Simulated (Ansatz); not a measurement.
# In3As (P4/mmm) in Ansatz: a series of runs

Runs on In3As. Level: PBE. Tasks: band structure.

All numbers are computed with Ansatz 0.2.0; they aren't measurements. Logs are shortened: lines on timing, memory, paths and dates and some standing lists are left out, and cuts for length are marked.

## Step 1: The crystal as given

Symmetry: P4/mmm, No. 123, tetragonal system. Conventional cell: a = 4.485 Å, b = 4.485 Å, c = 4.672 Å, α = 90.00°, β = 90.00°, γ = 90.00°. In (site symmetry 4/mmm) has 4 As at 3.17 Å and 8 In at 3.24 Å as nearest neighbours. In (site symmetry mmm) has 8 In at 3.17 to 3.24 Å and 4 As at 3.24 Å as nearest neighbours. As (site symmetry 4/mmm) has 12 In at 3.17 to 3.24 Å as nearest neighbours.

The cell comes from a database or a generator and needn't be the stable form of this composition.

## Step 2: Band structure, PBE, 23.49 Å³/atom

input.yaml

```yaml
crystal:
  lattice:
    - [4.48481376, 0.0, 0.0]
    - [0.0, 4.48481376, 0.0]
    - [0.0, 0.0, 4.671681]
  atoms:
    - { symbol: In, position: [0.5, 0.5, 0.0] }
    - { symbol: In, position: [0.5, 0.0, 0.5] }
    - { symbol: In, position: [0.0, 0.5, 0.5] }
    - { symbol: As, position: [0.0, 0.0, 0.0] }
hamiltonian:
  xc: pbe
  pseudopotentials: { kind: paw }
kpoints:
  mp_grid: { grid: [5, 5, 5] }
  band_path:
    path:
      - [[0.0, 0.0, 0.0], [0.0, 0.5, 0.0], [0.5, 0.5, 0.0], [0.0, 0.0, 0.0], [0.0, 0.0, 0.5], [0.0, 0.5, 0.5], [0.5, 0.5, 0.5], [0.0, 0.0, 0.5]]
      - [[0.0, 0.5, 0.0], [0.0, 0.5, 0.5]]
      - [[0.5, 0.5, 0.0], [0.5, 0.5, 0.5]]
    npoints: 14
scf:
  occupations: { method: fermi_dirac, width: 0.05 }
  n_extra_bands: 10
output:
  forces: true
  stress: true
  eigenvalues: true
  fatbands: true
```

Potentials or basis: Ansatz PAW.

Started as:

```
$ ansatz run input.yaml --threads 2 --pin off --max-ram 5632MiB --backend cpu --events-out ev --progress --plain --runs-dir out
```

Log:

```text
Warning: RAYON_NUM_THREADS=2 ignored (pool sized by the plan → 2); use --threads N
scf.n_extra_bands = 10 over 27 filled bands (N_el = 54.0): the run solves 37 bands
Engine: ansatz 0.2.0, aarch64-unknown-linux-gnu
Pseudopotentials: kind: paw
Pseudopotential: In, paw, valence charge 13, recommended cutoff 420 eV (normal), In.paw.azcp
Pseudopotential: As, paw, valence charge 15, recommended cutoff 420 eV (normal), As.paw.azcp
Functional definition: PBE
  parameter kappa = 0.804
  parameter beta = 0.06672455060314922
  exchange = pbe_x(kappa = kappa, mu = beta*pi^2/3)
  correlation = pbe_c(beta = beta)
Crystal: 4 atoms, lattice volume = 93.964 Å³
Basis set: ecut = 420 eV, 1847 PW (Γ), exchange–correlation on 60×60×64 points (8 copies of the dense FFT grid, shifted against one another)
Bands: 37, of which v1, the nominal top of the filled ones, is band 27 counted from 1 (26 counted from 0)
Symmetry: 16 space group operations
Space group: P4/mmm (ITA 123), of the structure as read, at distance tolerance 4.5e-5 Å
k-points: 18 of 125
Non-local potential: In, projectors of the file, l = 0: 2, l = 1: 2, l = 2: 2, l = 3: 2
Non-local potential: As, projectors of the file, l = 0: 2, l = 1: 2, l = 2: 3, l = 3: 1
PAW form: soft (Blöchl's): semilocal exchange-correlation on the pseudo side does not see the compensation charge
PAW one-centre angular grid: In, 590 points (default); XC on 64 Gauss nodes
PAW one-centre angular grid: As, 590 points (default); XC on 64 Gauss nodes
Initial density: superposition of atomic densities (neutral atoms: chi_scale 0, normalization atom), corrected by the library's trained network
Initial wavefunctions: pseudopotential atomic-orbital guess
Functional: x = pbe(κ = 0.804, μ = 0.2195149727645171), c = pbe(β = 0.06672455060314922)
SCF iter   1: F=—  HF=-21649.133454 eV  |F-HF|=—  |Δ(HF+E_count)|=         —  Δρ=1.89e-3  dr2=6.57e-3  ethr=1.77e-3  ⟨swp⟩=6.3  Hψ=2770  notcnv=0  defer=19
preconditioner: auto → Kerker (q_TF=auto, 2.488 Å⁻¹)  [metal: Δε(μ)=0.034 eV  Ē_g=16.253 eV  σ=0.050 eV  W_gap=0.17  n_scr=26 (ndim 8)  ℏωp=25.4 eV  f_vac=0.000  D(μ)=4.26/eV (n_scr^D=32)]
SCF iter   2: F=—  HF=-21649.129666 eV  |F-HF|=—  |Δ(HF+E_count)|=   3.79e-3  Δρ=1.07e-3  dr2=1.62e-3  ethr=1.22e-5  ⟨swp⟩=2.6  Hψ=1210  notcnv=0  defer=42
SCF iter   3: F=—  HF=-21649.129552 eV  |F-HF|=—  |Δ(HF+E_count)|=   1.14e-4  Δρ=4.31e-4  dr2=2.46e-4  ethr=3.00e-6  ⟨swp⟩=2.0  Hψ=920  notcnv=0  defer=42
SCF iter   4: F=—  HF=-21649.129520 eV  |F-HF|=—  |Δ(HF+E_count)|=   3.27e-5  Δρ=2.03e-4  dr2=4.94e-5  ethr=4.56e-7  ⟨swp⟩=2.0  Hψ=1088  notcnv=0  defer=42
SCF iter   5: F=—  HF=-21649.129512 eV  |F-HF|=—  |Δ(HF+E_count)|=   8.26e-6  Δρ=7.74e-5  dr2=7.50e-6  ethr=9.15e-8  ⟨swp⟩=2.3  Hψ=1109  notcnv=0  defer=42
SCF iter   6: F=—  HF=-21649.129509 eV  |F-HF|=—  |Δ(HF+E_count)|=   2.57e-6  Δρ=3.27e-5  dr2=1.38e-6  ethr=1.39e-8  ⟨swp⟩=2.0  Hψ=1099  notcnv=0  defer=42
SCF iter   7: F=-21649.129508 eV  HF=-21649.129508 eV  |F-HF|=1.09e-8  |Δ(HF+E_count)|=   4.89e-7  Δρ=4.41e-6  dr2=2.89e-8  ethr=1.85e-10  ⟨swp⟩=8.0  Hψ=3431  notcnv=0
SCF 1 converged in 7 iterations: F = -21649.129508 eV  dr2 = 2.89e-8
NSCF: frozen V_eff on 129 k-points
SCF converged after 7 iterations
Free energy (F): -21649.129508 eV
Harris-Foulkes:  -21649.129508 eV  (|F-HF|=1.09e-8)
Internal energy: -21649.096135 eV  (E = F + TS)
E sigma→0 (E₀):  -21649.112822 eV
Entropy (-TS):   -0.033373 eV (-8.343 meV/atom)
Fermi energy:    11.268290 eV
--- Per-component energies (eV) ---
  E_band       = -253.894822
  E_kinetic    = 828.400083
  E_local      = -4698.564289  (includes V_loc(G=0)·N_el)
  E_nonlocal   = 427.738584
  E_hartree    = 2115.942568
  E_xc         = -728.674573
  E_vxc        = -381.024190  (∫ρ·V_xc dr)
  E_paw        = -14290.166891  (= ΣΔE_a)
  E_vpaw       = -662.329680  (= ΣTr[D̂ρ^β])
  E_aug_tail   = 0.000087  (compensation charges beyond the density's cutoff)
  E_ewald      = -5303.771705
  E_smearing   = -0.033373  (= −TS)
  E_closure    = -0.000000  (closes the sum)
  Σ components = -21649.129508   (vs F -21649.129508, Δ=0.00e0)
--- Forces (eV/Å), atoms counted from 1 ---
  atom   1  In     0.00000000     0.00000000     0.00000000
  atom   2  In    -0.00000000     0.00000000     0.00000000
  atom   3  In     0.00000000     0.00000000     0.00000000
  atom   4  As    -0.00000000     0.00000000     0.00000000
  max |Σ_I F_I| component: 2.84e-29 eV/Å
--- Stress (GPa, compression-positive) ---
        4.474634       0.000000       0.000000
        0.000000       4.474634       0.000000
        0.000000       0.000000       5.983575
  P = ⅓ Tr σ = 4.9776 GPa (49.776 kbar)
--- Band table (eV; the first three rows and the last of 18) ---
  k-point 0: bands = ["-24.3409", "-24.3401", "-24.3369", "-24.3369", "-24.3357", "-3.8139", "-3.7983", "-3.7488", "-3.7488", "-3.6007", "-3.5380", "-3.3713", "-3.3713", "-3.3368", "-3.2755", "-3.2708", "-3.1564", "-3.1156", "-3.1156", "-3.0988", "-0.6089", "4.8014", "7.6535", "8.0161", "8.0161", "9.0651", "9.5725", "13.2115", "13.2455", "13.2455", "15.7586", "15.9272", "15.9272", "17.3048", "18.4030", "18.4030", "18.6204"]
  k-point 1: bands = ["-24.3408", "-24.3401", "-24.3369", "-24.3369", "-24.3357", "-3.8074", "-3.7565", "-3.6993", "-3.6993", "-3.5936", "-3.5020", "-3.3757", "-3.3757", "-3.3434", "-3.3085", "-3.2704", "-3.1872", "-3.1783", "-3.1783", "-3.0988", "-0.4141", "4.1000", "7.0168", "8.3217", "8.3217", "9.7628", "10.8039", "12.5946", "12.5946", "12.6987", "14.3442", "15.6162", "15.6162", "18.3806", "19.0164", "19.5812", "20.0272"]
  k-point 2: bands = ["-24.3408", "-24.3401", "-24.3369", "-24.3369", "-24.3356", "-3.7966", "-3.6724", "-3.5743", "-3.5741", "-3.5741", "-3.4167", "-3.3914", "-3.3914", "-3.3875", "-3.3546", "-3.3161", "-3.3161", "-3.2776", "-3.2562", "-3.0988", "0.0183", "2.9662", "6.8660", "9.0842", "9.0842", "10.2079", "11.2417", "11.2417", "11.2642", "12.8581", "14.5308", "16.1105", "16.1105", "17.7738", "18.3857", "18.3857", "19.3909"]
  k-point 17: bands = ["-24.3410", "-24.3397", "-24.3370", "-24.3370", "-24.3355", "-3.6942", "-3.6614", "-3.6445", "-3.6096", "-3.5637", "-3.5621", "-3.5048", "-3.3895", "-3.3480", "-3.3193", "-3.3116", "-3.3055", "-3.1964", "-3.1928", "-3.1499", "1.1175", "5.1169", "6.1631", "6.2329", "7.4409", "7.6790", "7.7859", "9.3031", "14.8808", "15.7302", "15.9787", "18.4780", "19.2652", "19.7498", "19.7829", "20.5226", "20.9113"]
```

It took 12 s on 2 threads of Arm Neoverse V1, shared host; peak memory 0.46 GiB.

Results:

```
Free energy            : -21649.1295 eV
Pressure               : 5.0 GPa
Band gap on the k mesh : none (metal or under the smearing width)
```

Caveat: spin-orbit coupling is left out, which moves the levels of the heavy elements.

## Step 3: Band structure, PBE, 24.48 Å³/atom

Edit input.yaml of step 2 so:

```diff
@@ -2,4 +2,4 @@
   lattice:
-    - [4.48481376, 0.0, 0.0]
-    - [0.0, 4.48481376, 0.0]
+    - [4.57824738, 0.0, 0.0]
+    - [0.0, 4.57824738, 0.0]
     - [0.0, 0.0, 4.671681]
@@ -28,2 +28,2 @@
   eigenvalues: true
-  fatbands: true
+  fatbands: false
```

Potentials or basis: Ansatz PAW.

Started as:

```
$ ansatz run input.yaml --threads 2 --pin off --max-ram 5632MiB --backend cpu --events-out ev --progress --plain --runs-dir out
```

It took 7.7 s on 2 threads of Arm Neoverse V1, shared host; peak memory 0.47 GiB.

It converged, with:

```yaml
Free_energy: -21649.2173 eV
Pressure: 2.8 GPa
Band_gap_on_the_k_mesh: none (metal or under the smearing width)
```

Caveat: spin-orbit coupling is left out, which moves the levels of the heavy elements.
